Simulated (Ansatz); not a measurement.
# CH5ClZn: a nudged elastic band in two tries

Wanted: a band of images between two relaxed ends, and a check that the input is sound.

Method: RKS PBE-D4/def2-SVP, in Ansatz 0.2.0.

## (1) Starting point

Bond lengths: Zn1–C2 1.929 Å, C2–H3 1.109 Å, C2–H4 1.108 Å, C2–H5 1.109 Å, Zn1–Cl6 2.132 Å. Angles: Zn1–C2–H3 110.5°, Zn1–C2–H4 110.7°, Zn1–C2–H5 110.5°, H3–C2–H4 108.4°, H3–C2–H5 108.3°, H4–C2–H5 108.4°, C2–Zn1–Cl6 179.6°.

As a file:

```xyz
8

Zn    0.1556   -0.1425    0.5379
C     0.4421   -0.3965    2.4287
H    -0.4793   -0.7772    2.9135
H     1.2578   -1.1256    2.6064
H     0.7184    0.5623    2.9120
Cl   -0.1489    0.1274   -1.5548
H    -1.9750    1.7541   -0.0271
H    -2.3658    2.1023    0.5379
```

## (2) First attempt

Input file input.yaml:

```yaml
crystal:
  periodic: [false, false, false]
  atoms:
    - { symbol: Zn, position_ang: [0.155609, -0.142477, 0.537948] }
    - { symbol: C, position_ang: [0.442138, -0.396459, 2.428676] }
    - { symbol: H, position_ang: [-0.479278, -0.777213, 2.913513] }
    - { symbol: H, position_ang: [1.257822, -1.125558, 2.60639] }
    - { symbol: H, position_ang: [0.718382, 0.562276, 2.911959] }
    - { symbol: Cl, position_ang: [-0.148881, 0.127388, -1.554811] }
    - { symbol: H, position_ang: [-1.975006, 1.754112, -0.027093] }
    - { symbol: H, position_ang: [-2.365787, 2.10233, 0.537918] }
basis:
  gaussian: { orbitals: def2-SVP }
hamiltonian:
  xc: pbe
  dispersion: d4
neb:
  order_check: false
  images: 5
  f_tol: 0.05
  max_iterations: 8
  final_atoms:
    - { symbol: Zn, position_ang: [-0.80948753, 0.71557979, -0.58143999] }
    - { symbol: C, position_ang: [-0.07288758, 0.06214972, 2.47786389] }
    - { symbol: H, position_ang: [-0.5425313, -0.72743862, 3.09355407] }
    - { symbol: H, position_ang: [0.44267785, -0.40389723, 1.61601813] }
    - { symbol: H, position_ang: [0.66309946, 0.62162346, 3.08481913] }
    - { symbol: Cl, position_ang: [0.70628101, -0.62981105, -1.22859341] }
    - { symbol: H, position_ang: [-1.92242421, 1.70321015, -0.24129791] }
    - { symbol: H, position_ang: [-0.85972869, 0.76298278, 2.13357608] }
  initial_path:
    images:
      - { positions_ang: [[0.155609, -0.142477, 0.537948], [0.442138, -0.396459, 2.428676], [-0.479278, -0.777213, 2.913513], [1.257822, -1.125558, 2.60639], [0.718382, 0.562276, 2.911959], [-0.148881, 0.127388, -1.554811], [-1.975006, 1.754112, -0.027093], [-2.365787, 2.10233, 0.537918]] }
      - { positions_ang: [[0.08452116, -0.07700934, 0.35139677], [0.30999129, -0.2781934, 2.38712982], [-0.63165942, -0.64074901, 2.84416011], [1.11492079, -1.00564221, 2.60780635], [0.57682152, 0.69586594, 2.84313543], [-0.15159225, 0.13353264, -1.78907842], [-1.77117676, 1.56852503, 0.20663768], [-1.92682733, 1.70806934, 0.90331227]] }
      - { positions_ang: [[0.01343332, -0.01154167, 0.16484554], [0.17784458, -0.1599278, 2.34558363], [-0.78404085, -0.50428502, 2.77480721], [0.97201959, -0.88572643, 2.60922271], [0.43526104, 0.82945589, 2.77431186], [-0.1543035, 0.13967729, -2.02334585], [-1.56734753, 1.38293807, 0.44036835], [-1.48786765, 1.31380867, 1.26870654]] }
      - { positions_ang: [[-0.05765452, 0.05392599, -0.0217057], [0.04569786, -0.04166219, 2.30403745], [-0.93642227, -0.36782103, 2.70545432], [0.82911838, -0.76581064, 2.61063906], [0.29370056, 0.96304583, 2.70548829], [-0.15701475, 0.14582193, -2.25761327], [-1.36351829, 1.1973511, 0.67409903], [-1.04890798, 0.91954801, 1.63410082]] }
      - { positions_ang: [[-0.30826552, 0.27447726, -0.20828379], [0.00616938, -0.00705822, 2.3619796], [-0.80512528, -0.48769356, 2.8348209], [0.70030487, -0.64517284, 2.27909875], [0.41683353, 0.84923838, 2.83193191], [0.1307505, -0.1127224, -1.91460665], [-1.54982027, 1.36597078, 0.36896672], [-0.98584822, 0.8673596, 1.80059257]] }
      - { positions_ang: [[-0.55887653, 0.49502852, -0.39486189], [-0.0333591, 0.02754575, 2.41992174], [-0.67382829, -0.60756609, 2.96418748], [0.57149136, -0.52453503, 1.94755844], [0.53996649, 0.73543092, 2.95837552], [0.41851576, -0.37126673, -1.57160003], [-1.73612224, 1.53459047, 0.0638344], [-0.92278845, 0.81517119, 1.96708433]] }
      - { positions_ang: [[-0.80948753, 0.71557979, -0.58143999], [-0.07288758, 0.06214972, 2.47786389], [-0.5425313, -0.72743862, 3.09355407], [0.44267785, -0.40389723, 1.61601813], [0.66309946, 0.62162346, 3.08481913], [0.70628101, -0.62981105, -1.22859341], [-1.92242421, 1.70321015, -0.24129791], [-0.85972869, 0.76298278, 2.13357608]] }
  spring: -5.0
```

The run is started by

```bash
$ ansatz run input.yaml --threads 2 --pin off --max-ram 3072MiB --backend cpu --events-out ev --progress --plain --runs-dir out
```

Q: Predict the outcome of this session. Wanted: first try.

The runs gave:

```
 quantity                                                                  value
first try                                                                refused
    cause  a negative spring would push the images apart instead of spacing them
```

What this shows: The fault in the first input was caught at the input check and cost nothing.
